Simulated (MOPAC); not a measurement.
Settings test, MOPAC on InAs

Simulated with MOPAC 23.2.5. This is a test of settings. The cell was built from a prototype and was relaxed with r2SCAN in plane waves (Ansatz 0.2.0). Not every such cell is a known phase. All runs are without spin polarisation.

Space group F-43m (No. 216), cubic; a = 6.109 Å in the conventional setting, 28.50 Å³ an atom. In has 4 As at 2.65 Å; As has 4 In at 2.65 Å.

The base run uses PM7 on a cluster of 64 atoms.

```
PM7 1SCF GRADIENTS AUX(PRECISION=6) THREADS=1
crystal as a cluster of 2x2x2 conventional cells

In 9.163771 1 0.000000 1 -9.163771 1
As 10.691067 1 1.527295 1 -7.636476 1
In 3.054590 1 0.000000 1 -9.163771 1
As 4.581886 1 1.527295 1 -7.636476 1
In 6.109181 1 3.054590 1 -9.163771 1
As 7.636476 1 4.581886 1 -7.636476 1
In 9.163771 1 6.109181 1 -9.163771 1
As 10.691067 1 7.636476 1 -7.636476 1
In 6.109181 1 0.000000 1 -6.109181 1
As 7.636476 1 1.527295 1 -4.581886 1
In 9.163771 1 3.054590 1 -6.109181 1
As 10.691067 1 4.581886 1 -4.581886 1
In 9.163771 1 0.000000 1 -3.054590 1
As 10.691067 1 1.527295 1 -1.527295 1
In 0.000000 1 3.054590 1 -9.163771 1
As 1.527295 1 4.581886 1 -7.636476 1
In 3.054590 1 6.109181 1 -9.163771 1
As 4.581886 1 7.636476 1 -7.636476 1
In 6.109181 1 9.163771 1 -9.163771 1
As 7.636476 1 10.691067 1 -7.636476 1
In 0.000000 1 0.000000 1 -6.109181 1
As 1.527295 1 1.527295 1 -4.581886 1
[... 28 lines left out ...]
In 0.000000 1 0.000000 1 0.000000 1
As 1.527295 1 1.527295 1 -10.691067 1
In 3.054590 1 3.054590 1 0.000000 1
As 4.581886 1 4.581886 1 -10.691067 1
In 6.109181 1 6.109181 1 0.000000 1
As 7.636476 1 7.636476 1 -10.691067 1
In 9.163771 1 9.163771 1 0.000000 1
As 10.691067 1 10.691067 1 -10.691067 1
In 0.000000 1 9.163771 1 -3.054590 1
As 1.527295 1 10.691067 1 -1.527295 1
In 0.000000 1 6.109181 1 0.000000 1
As 1.527295 1 7.636476 1 -10.691067 1
In 3.054590 1 9.163771 1 0.000000 1
As 4.581886 1 10.691067 1 -10.691067 1
Tv 12.218362 1 0.000000 1 0.000000 1
Tv 0.000000 1 0.000000 1 -12.218362 1
Tv 0.000000 1 12.218362 1 0.000000 1
```

Command: `mopac run.mop`. It took 9.4 s on 1 thread of Arm Neoverse V1, with other jobs on the host, peak memory 0.051 GiB.

It converged with a gap of 5.72 eV. MOPAC's gap is a Hartree-Fock orbital gap, usually far wider than a measured one, and its energy is the heat of formation.

Each further run moved one setting: method (Hamiltonian); CUTOFP (reach of the lattice sums in Å); cluster (size of the cluster in conventional cells). Changes are from the base run, which isn't itself converged in every setting; energies of another Hamiltonian, functional, basis or charge aren't compared.

```tsv
setting	how it ended	gap change (eV)	energy change (meV/atom)	time (s)
method = MNDOD	refused	–	–	0.05
CUTOFP = 40	converged	0.00	0.3	11
method = PM6-D3H4	converged	-1.32	–	5.6
method = PM6-ORG	refused	–	–	0.05
method = PM8 (poor on purpose)	refused	–	–	0.05
cluster = 1x1x1 (poor on purpose)	refused	–	–	0.05
```

With method = MNDOD nothing was computed: the Hamiltonian has no parameters for an element here. CUTOFP = 40 changes nothing that matters here. With method = PM6-ORG nothing was computed: the Hamiltonian has no parameters for an element here. With method = PM8 nothing was computed: the Hamiltonian has no parameters for an element here. With cluster = 1x1x1 nothing was computed: the program refuses so small a cluster.

The end of the log, shortened, for method = MNDOD:

```
    NO.       ATOM           X           Y           Z
 DATA ARE NOT AVAILABLE FOR ELEMENT NO. 33
 DATA ARE NOT AVAILABLE FOR ELEMENT NO. 49
          SOME ELEMENTS HAVE BEEN SPECIFIED FOR WHICH
          NO PARAMETERS ARE AVAILABLE.  CALCULATION STOPPED.
          Parameters for some elements are missing
           Empirical Formula: In32 As32  =    64 atoms
 *     Error and normal termination messages reported in this calculation     *
 * Parameters for some elements are missing                                   *
 * JOB ENDED NORMALLY                                                         *
 TOTAL JOB TIME:             0.00 SECONDS
 == MOPAC DONE ==
```

No spin-orbit coupling is included; it can move band edges with weight on the heavy atoms by tenths of an eV.
